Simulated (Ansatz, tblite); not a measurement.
# Si15H24 ring rod (AlH₂₄PSi₁₃): one state, many levels

The task here is to estimate one member of a computed series from the others.

The runs use Ansatz 0.2.0, Gaussian basis; as each input shows.

Levels to be run: GFN1-xTB, GFN2-xTB, PBE-D4/def2-TZVP, r2SCAN-D4/def2-TZVP, r2SCAN0-D4/def2-TZVP, PBE-D4/def2-SVP, PBE0-D4/def2-SVP, HF/STO-3G, MP2/def2-SVP, RPA/def2-SVP.

2 further runs of the same task are left out: 2 set aside as unsound or not needed.

## The structure

The geometry is that of the singlet, from an earlier relaxation (PBE-D4/def2-SVP).

39 atoms, charge 0, spin multiplicity 1.

Bond lengths: Al1–Si3 2.483 Å, Al1–Si6 2.455 Å, Al1–Si7 2.469 Å, Al1–Si8 2.455 Å, P2–Si9 2.310 Å, P2–Si11 2.297 Å, P2–Si15 2.308 Å, P2–H22 1.430 Å, Si3–Si9 2.346 Å, Si3–Si12 2.354 Å, Si3–H16 1.514 Å, Si4–Si11 2.351 Å, Si4–Si12 2.358 Å, Si4–Si13 2.358 Å, Si4–H17 1.511 Å, Si5–Si10 2.360 Å, Si5–Si14 2.359 Å, Si5–H18 1.511 Å and more. Angles: Si3–Al1–Si6 102.8°, Si3–Al1–Si7 103.5°, Si3–Al1–Si8 104.1°, Si6–Al1–Si7 112.7°, Si6–Al1–Si8 117.1°, Si7–Al1–Si8 114.4°, Si9–P2–Si11 110.4°, Si9–P2–Si15 116.1°, Si9–P2–H22 107.5°, Si11–P2–Si15 109.9°, Si11–P2–H22 105.4°, Si15–P2–H22 107.0°, Al1–Si3–Si9 111.2°, Al1–Si3–Si12 115.3°, Al1–Si3–H16 118.0°, Si9–Si3–Si12 104.2°, Si9–Si3–H16 100.4°, Si12–Si3–H16 105.9° and more.

PBE0-D4/def2-TZVP was run before; its log isn't repeated, and its numbers join the tables.

The first run:

Tight binding, by tblite at 300 K electronic temperature and without a spin-polarisation term:

```python
tblite.interface.Calculator('GFN1-xTB', numbers, positions, charge=0, uhf=0).singlepoint()
```

Tight binding, by tblite at 300 K electronic temperature and without a spin-polarisation term:

```python
tblite.interface.Calculator('GFN2-xTB', numbers, positions, charge=0, uhf=0).singlepoint()
```

start.molden holds the orbitals of an earlier run on this state, given as this run's starting guess.

The input, in.yaml:

```yaml
crystal:
  periodic: [false, false, false]
  atoms:
    - {symbol: Al, position_ang: [0.489465, 0.471474, 1.114527]}
    - {symbol: P, position_ang: [-0.952449, 1.562476, -3.030415]}
    - {symbol: Si, position_ang: [-0.907804, -1.007773, -0.308029]}
    - {symbol: Si, position_ang: [1.681702, -1.076440, -3.139241]}
    - {symbol: Si, position_ang: [-1.101132, -1.076088, 4.875745]}
    - {symbol: Si, position_ang: [1.831272, -1.128263, 2.406222]}
    - {symbol: Si, position_ang: [1.834334, 1.740929, -0.521259]}
    - {symbol: Si, position_ang: [-1.141010, 1.823940, 2.354766]}
    - {symbol: Si, position_ang: [-2.312655, 0.242451, -1.710404]}
    - {symbol: Si, position_ang: [-2.483494, 0.290857, 3.538628]}
    - {symbol: Si, position_ang: [0.276236, 0.258822, -4.468856]}
    - {symbol: Si, position_ang: [0.283385, -2.404601, -1.782281]}
    - {symbol: Si, position_ang: [3.106730, 0.410026, -1.990706]}
    - {symbol: Si, position_ang: [0.278524, -2.469304, 3.563724]}
    - {symbol: Si, position_ang: [0.440755, 3.021418, -1.909418]}
    - {symbol: H, position_ang: [-1.925391, -1.896703, 0.375444]}
    - {symbol: H, position_ang: [2.444819, -1.904258, -4.147684]}
    - {symbol: H, position_ang: [-1.940740, -1.901133, 5.822532]}
    - {symbol: H, position_ang: [-0.219983, -0.185772, 5.719758]}
    - {symbol: H, position_ang: [2.688371, -2.023720, 1.534400]}
    - {symbol: H, position_ang: [2.752979, -0.510300, 3.433686]}
    - {symbol: H, position_ang: [-1.800982, 2.353628, -3.867182]}
    - {symbol: H, position_ang: [2.771583, 2.813383, -0.003855]}
    - {symbol: H, position_ang: [-2.042541, 2.650414, 1.457119]}
    - {symbol: H, position_ang: [-0.550498, 2.784046, 3.363088]}
    - {symbol: H, position_ang: [-3.137788, -0.437187, -2.777146]}
    - {symbol: H, position_ang: [-3.174827, 1.275315, -1.034812]}
    - {symbol: H, position_ang: [-3.212619, -0.596425, 2.556367]}
    - {symbol: H, position_ang: [-3.533423, 0.949378, 4.403437]}
    - {symbol: H, position_ang: [-0.769619, -0.473141, -5.267297]}
    - {symbol: H, position_ang: [0.968429, 1.261867, -5.353382]}
    - {symbol: H, position_ang: [-0.573252, -3.233749, -2.709946]}
    - {symbol: H, position_ang: [1.175179, -3.337242, -1.002687]}
    - {symbol: H, position_ang: [4.085186, -0.421414, -1.199256]}
    - {symbol: H, position_ang: [3.878266, 1.186040, -3.032635]}
    - {symbol: H, position_ang: [-0.597870, -3.192327, 2.567423]}
    - {symbol: H, position_ang: [0.916251, -3.520658, 4.441862]}
    - {symbol: H, position_ang: [-0.547728, 3.909385, -1.200798]}
    - {symbol: H, position_ang: [1.022338, 3.790630, -3.071428]}
basis:
  gaussian: {orbitals: def2-TZVP, fitting: {mean_field: def2-universal-jkfit}, initial_orbitals: start.molden}
hamiltonian: {xc: pbe, dispersion: d4}
scf: {omitted_lower_state_checks: [starts]}
output: {forces: true, orbitals: {seedname: orbitals}}
```

The run is started by

```bash
ansatz run in.yaml --threads 2 --pin off --events-out ev --progress --plain --max-ram 22528MiB --backend cuda --devices 0, --max-vram 18GiB
```

Steps of the session up to this table: PBE-D4/def2-TZVP; r2SCAN-D4/def2-TZVP; r2SCAN0-D4/def2-TZVP; PBE-D4/def2-SVP; PBE0-D4/def2-SVP; HF/STO-3G; MP2/def2-SVP; RPA/def2-SVP.

One of the session's tables, all rows but one given; the rest of the session is left out.

It belongs to the step «Binding energy». 

| level | binding an atom (eV) |
| --- | --- |
| HF/STO-3G | 3.507 |
| HF/def2-SVP | 2.287 |
| PBE-D4/def2-SVP | 3.109 |
| PBE-D4/def2-TZVP | 3.109 |
| r2SCAN-D4/def2-TZVP | 3.130 |
| PBE0-D4/def2-SVP | 3.104 |
| PBE0-D4/def2-TZVP | 3.110 |
| r2SCAN0-D4/def2-TZVP | ? |
| MP2/def2-SVP | 2.858 |

**Question.** Estimate the row for r2SCAN0-D4/def2-TZVP.

The run gave: binding an atom (eV): 3.112. In the column «binding an atom (eV)» it lies between PBE0-D4/def2-TZVP (3.110) and r2SCAN-D4/def2-TZVP (3.130).

Limits of these values: Free atoms were run apart at each level; binding is atoms less cluster, divided by the number of atoms, without zero-point or spin-orbit terms.
